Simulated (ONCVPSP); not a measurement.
# An ONCV potential for tin, from input to tests

Task: generate the file, and judge it by its errors in other configurations, its logarithmic derivatives, its ghosts and its cutoff.

Method: ONCVPSP 4.0.1, Wu-Cohen, scalar-relativistic.

### 1 Settings

The settings as typed:

```json
{
  "element": "tin (Sn, Z = 50)",
  "type": "optimised norm-conserving Vanderbilt (ONCV)",
  "frozen core": "[Kr] 4d10",
  "valence charge": "4",
  "reference configuration": "5s2 5p2",
  "partial waves": "5s: rc 2.05 bohr, ncon 3, nbas 6, qcut 3 1/bohr, 3 projectors, debl 0.9 Ha; 5p: rc 2.70 bohr, ncon 4, nbas 7, qcut 3.4 1/bohr, 2 projectors, debl 2.9 Ha; d scattering state at 0.2 Ha: rc 2.05 bohr, ncon 4, nbas 7, qcut 4.3 1/bohr, local",
  "local potential": "the d channel",
  "core correction": "Teter function fitted to the true core (icmod 2), fcfact 0.5"
}
```

The outer shells as boxes (Hund's rule for the drawing; the calculation is spin-unpolarised):

```
[Kr] core
4d [↑↓][↑↓][↑↓][↑↓][↑↓]
5s [↑↓]
5p [↑ ][↑ ][  ]
```

The nodes and maxima of the atom's own shells, from an earlier all-electron run, set the scale for the radii.

All-electron outer shells of the reference configuration (Wu-Cohen, scalar-relativistic, ld1.x):

| shell | level (eV) | outermost node (bohr) | outermost maximum (bohr) |
| --- | --- | --- | --- |
| 4p | -89.58 | 0.41 | 0.79 |
| 4d | -25.77 | 0.39 | 0.88 |
| 5s | -10.61 | 0.98 | 2.01 |
| 5p | -3.70 | 1.09 | 2.55 |

### 2 The generation run

Input file Sn.dat:

```
# ATOM AND REFERENCE CONFIGURATION
# atsym  z   nc   nv     iexc    psfile
  Sn 50.00    9    2  -118130      upf
#
#   n    l    f
    1    0    2.00
    2    0    2.00
    2    1    6.00
    3    0    2.00
    3    1    6.00
    3    2   10.00
    4    0    2.00
    4    1    6.00
    4    2   10.00
    5    0    2.00
    5    1    2.00
#
# PSEUDOPOTENTIAL AND OPTIMIZATION
# lmax
    2
#
#   l,   rc,      ep,       ncon, nbas, qcut
    0    2.05    0.00    3    6    3.00
    1    2.70    0.00    4    7    3.40
    2    2.05    0.20    4    7    4.30
#
# LOCAL POTENTIAL
# lloc, lpopt,  rc(5),   dvloc0
    2    5    2.05    0.00
#
# VANDERBILT-KLEINMAN-BYLANDER PROJECTORs
# l, nproj, debl
    0    3    0.90
    1    2    2.90
    2    0    1.20
#
# MODEL CORE CHARGE
# icmod, fcfact, rcfact
    2    0.50    1.00
#
# LOG DERIVATIVE ANALYSIS
# epsh1, epsh2, depsh
   -2.00    5.00    0.02
#
# OUTPUT GRID
# rlmax, drl
    6.00    0.01
#
# TEST CONFIGURATIONS
# ncnf
    4
# nvcnf
#   n    l    f
    2
    5    0    2.00
    5    1    1.00
#
    2
    5    0    2.00
    5    1    0.00
#
    2
    5    0    1.00
    5    1    0.00
#
    2
    5    0    1.00
    5    1    3.00
#
```

Run with:

```sh
$ oncvpsp.x < Sn.dat > Sn.out
```

What does the calculation give? Wanted: cutoffs for 1 and 0.1 mHa per electron, occupied waves; bound ghosts; GHOST(+) flags; largest test error; largest phase difference near zero energy, channels read; rms error of d²Exc/dn², without and with the model core.

As calculated:

| quantity | value |
| --- | --- |
| cutoffs for 1 and 0.1 mHa per electron, occupied waves | 10 Ha and 22 Ha |
| bound ghosts | s at -28.96 eV |
| GHOST(+) flags | s at 585 eV, p at 59 eV (1 near or above the test basis's cutoff) |
| largest test error (AE − PS) | -316 meV, for 5s1 5p0 |
| largest phase difference near zero energy, channels read | 0.089 rad |
| rms error of d²Exc/dn², without and with the model core | 7.41 and 0.58 mHa |

In words: A bound ghost (s) makes it unfit for use: electrons can fall into a state that the atom doesn't have. The worst unpolarised test, 5s1 5p0, is off by 316 meV on 51.9 eV; by total energies transferability rates as poor. That test lies far up in energy; among those under 40 eV, nearer to bonding, the largest error is 19 meV. By its cutoff, 10 Ha for the looser tolerance, it is soft on the atom at that tolerance. At the looser tolerance the 5s wave is the slowest; 5p needs 4 Ha. That counts occupied waves only; other projectors can need more. Of the channels read, d scatters worst near zero energy, by up to 0.09 rad. The pseudo curves have a pole with no partner nearby in the atom's: s at -1.06 Ha. The program also flags highly localised states, GHOST(+) (s, p). All of this concerns the isolated atom, not yet a solid.
